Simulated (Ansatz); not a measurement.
**GeHSe+ (singlet): from Hartree-Fock to the top rungs, cc-pVDZ**

How much of the correlation energy of GeHSe+ (singlet) does each wave-function method recover here?

Computed with Ansatz 0.2.0, Gaussian basis. Level: cc-pVDZ, core rule «outside noble gas», up to 28 orbitals frozen.

Plan: UHF; CCSD(T) on RHF; BCCD(T) on RHF; CISD; CCSDT(Q) on RHF; CCSDTQ on RHF; CASSCF and MRCISD+Q, 10 electrons in 9 orbitals; CASSCF and NEVPT2, 10 electrons in 9 orbitals.

2 further runs of the same task are left out: 2 set aside as unsound or not needed.

### 1 The geometry

The geometry is a PBE0/def2-TZVP stationary point (not a proven minimum) of the parent state, kept for this charge and spin. No spin-orbit coupling is included. The filled d shell of Ge, Se may be among the frozen orbitals whatever the setting's name suggests; the logs give the count.

3 atoms, charge 1, spin multiplicity 1.

Atoms are counted from 1 here; the program's logs count them from 0.

Bond lengths: Ge1–Se2 2.336 Å, Se2–H3 1.476 Å. Angles: Ge1–Se2–H3 98.4°.

### 2 UHF

The input, in.yaml:

```yaml
crystal:
  periodic: [false, false, false]
  atoms:
    - {symbol: Ge, position_ang: [0.000000, -0.451431, 1.639402]}
    - {symbol: Se, position_ang: [0.000000, -0.501937, -0.696081]}
    - {symbol: H, position_ang: [0.000000, 0.953367, -0.943321]}
basis:
  gaussian: {orbitals: cc-pVDZ}
total_charge: 1
magnetization: {spin_polarized: true, initial_magnetization: 0}
hamiltonian: {xc: hf}
output: {orbitals: {seedname: orbitals}}
```

Run with:

```
> ansatz run in.yaml --threads 1 --pin off --events-out ev --progress --plain --max-ram 4096MiB --backend cpu
```

Further steps of the session: CCSD(T) on RHF; BCCD(T) on RHF; CISD; CCSDT(Q) on RHF; CCSDTQ on RHF; CASSCF and MRCISD+Q, 10 electrons in 9 orbitals; CASSCF and NEVPT2, 10 electrons in 9 orbitals.

Before running them: what should the planned runs give, taken together? Wanted: RCCSDTQ below the RHF energy; RMP2 from RCCSDTQ; RCCSD from RCCSDTQ; RCCSD(T) from RCCSDTQ; RCCSDT(Q) from RCCSDTQ; NEVPT2 valence from RCCSDTQ; MRCISD+Q valence from RCCSDTQ; T1 diagnostic; effectively unpaired electrons.

**Answer**, as computed:

| quantity | value |
| --- | --- |
| RCCSDTQ below the RHF energy | -5.7694 eV |
| RMP2 from RCCSDTQ | +24.46 kcal/mol |
| RCCSD from RCCSDTQ | +6.29 kcal/mol |
| RCCSD(T) from RCCSDTQ | +1.14 kcal/mol |
| RCCSDT(Q) from RCCSDTQ | -0.07 kcal/mol |
| NEVPT2 valence from RCCSDTQ | +18.33 kcal/mol |
| MRCISD+Q valence from RCCSDTQ | +0.33 kcal/mol |
| levels within 1 kcal/mol (43 meV) | RCCSDT, RCCSDT(Q), MRCISD+Q valence |
| T1 diagnostic | 0.029 |
| effectively unpaired electrons | 0.07 |

In words: RCCSD(T) lands +1.14 kcal/mol from the yardstick (0.9 % of the correlation energy). One determinant dominates. Of the multireference levels listed MRCISD+Q valence comes nearest in total energy (+0.33 kcal/mol), which doesn't show that its space is the better one. These misses are within one basis, not against nature.
